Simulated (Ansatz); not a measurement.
Write a Python script for the Python package of Ansatz (0.2.0) that makes a single point in a Gaussian basis of C₃H₈AlF, SMILES C[C](C)(F)[AlH2]. Settings: MP2, cc-pVDZ basis, multiplicity 1.

```xyz
13

C    -1.3826   -0.3717   -0.1311
C     0.0240    0.0246   -0.4394
C     0.9252   -1.1073   -0.0234
F     0.2475    0.2516   -1.8017
Al    0.5337    1.7217    0.4928
H    -1.5831   -0.4783    0.9441
H    -1.6916   -1.2486   -0.6848
H    -2.0628    0.5110   -0.4839
H     0.8755   -1.2807    1.1245
H     2.0149   -0.8516   -0.2242
H     0.6881   -2.0416   -0.5327
H     0.4845    1.8056    2.1209
H     0.9471    3.0305   -0.3465
```

The script, `energy_c3h8alf.py`:
```python
# -*- coding: utf-8 -*-
from pathlib import Path
import warnings

import ansatz
import numpy as np

GEOMETRY = """
C    -1.38260   -0.37170   -0.13110
C     0.02400    0.02460   -0.43940
C     0.92520   -1.10730   -0.02340
F     0.24750    0.25160   -1.80170
Al    0.53370    1.72170    0.49280
H    -1.58310   -0.47830    0.94410
H    -1.69160   -1.24860   -0.68480
H    -2.06280    0.51100   -0.48390
H     0.87550   -1.28070    1.12450
H     2.01490   -0.85160   -0.22420
H     0.68810   -2.04160   -0.53270
H     0.48450    1.80560    2.12090
H     0.94710    3.03050   -0.34650
"""

warnings.simplefilter("ignore", ansatz.DeckWarning)

molecule = ansatz.Crystal.molecule()
for line in GEOMETRY.strip().splitlines():
    symbol, *xyz = line.split()
    molecule = molecule.atom(symbol, [float(v) for v in xyz])

base = (
    molecule.calculation()
    .basis(gaussian="cc-pVDZ")
    .correlation("MP2")
    .forces()
    .orbitals()
)
done = base.run(threads=1, runs_dir="c3h8alf_runs")
rep = done.report

for key in ("converged", "free_energy_ev", "reference_energy_ev", "n_frozen", "n_occupied", "n_virtual"):
    print(f"{key:22s} {rep[key]}")

print("correlation energy", round(rep["free_energy_ev"] - rep["reference_energy_ev"], 5), "eV")
cluster = rep["correlation"].get("coupled_cluster")
if cluster:
    print("cycles", cluster["cycles"], " T1 diagnostic", round(cluster["t1_diagnostic"], 4), " largest double", round(cluster["largest_double"], 4))

field = rep["mean_field"]
print("<S^2> =", round(abs(field["state"]["spin_squared"]), 4), " all-electron relativity setting:", field["relativity"])
print("passes:", field["passes"])
if "symmetry" in field:
    print("occupied orbitals by irrep:", field["symmetry"]["occupied"])

symbols = [site.symbol for site in molecule.cartesian_sites]
print("forces (eV/A)")
for symbol, f in zip(symbols, rep["forces_ev_ang"]):
    print(f"  {symbol:2s} {f[0]:9.4f} {f[1]:9.4f} {f[2]:9.4f}")

charges = rep["charge_distribution"]
print("dipole moment", round(4.803205 * float(np.linalg.norm(charges["dipole_moment_e_ang"])), 3), "D")
print("Mulliken:", [(s, round(q, 3)) for s, q in zip(symbols, charges["mulliken_charges_e"])])

lines = Path(rep["orbitals_path"]).read_text().splitlines()
field_of = lambda key: [line.split("=")[1].strip() for line in lines if line.startswith(key)]
orbitals = [(27.211386 * float(e), s, float(n)) for e, s, n in zip(field_of("Ene="), field_of("Spin="), field_of("Occup="))]
homo = max(e for e, _, n in orbitals if n > 0.5)
lumo = min(e for e, _, n in orbitals if n < 0.5)
print(f"HOMO {homo:.3f} eV, LUMO {lumo:.3f} eV, gap {lumo - homo:.3f} eV")
```

Output of `python energy_c3h8alf.py`:
```text
converged              True
free_energy_ev         -12524.611118162686
reference_energy_ev    -12505.95684215924
n_frozen               9
n_occupied             [15, 15]
n_virtual              [90, 90]
correlation energy -18.65428 eV
<S^2> = 0.0  all-electron relativity setting: none
passes: {'evaluations': 12, 'products': 38}
occupied orbitals by irrep: [{'A': 24}, {'A': 24}]
forces (eV/A)
  C    -2.0789    2.6267   -0.9791
  C     0.9748    0.1040    1.4008
  C     1.9854    0.1160    1.9572
  F    -0.4339   -0.0701   -0.8593
  Al    0.1027    0.6815    0.4659
  H     0.2261   -0.1977    0.0741
  H    -0.2505   -0.7746   -0.2843
  H     0.6362   -1.4663    0.4724
  H    -0.1115    0.1695   -1.6494
  H    -0.8784   -0.3817    0.0147
  H    -0.1388   -0.4481   -0.2653
  H     0.0220   -0.0848   -0.4791
  H    -0.0552   -0.2744    0.1314
dipole moment 1.517 D
Mulliken: [('C', -0.041), ('C', -0.125), ('C', -0.06), ('F', -0.258), ('Al', 0.499), ('H', 0.061), ('H', 0.043), ('H', 0.042), ('H', 0.055), ('H', 0.044), ('H', 0.043), ('H', -0.157), ('H', -0.148)]
HOMO -10.348 eV, LUMO 1.194 eV, gap 11.542 eV
```

Caveats:
- Total energies depend on the basis set; only differences at equal settings carry meaning.
- The geometry is a force-field or estimated start, not a minimum of this method, and the basis set is short of its limit.
- Levels such as HOMO and LUMO are orbital energies: in Hartree-Fock the gap is too wide and the LUMO hangs on the basis.
- Inner cores stay frozen, so this is valence correlation.
- S² is that of the Hartree-Fock reference.
- Wall time of the script: 7 s on 1 thread of Intel(R) Xeon(R) Platinum 8259CL CPU @ 2.50GHz (Skylake/Cascade Lake) (shared host), peak memory 0.34 GiB.
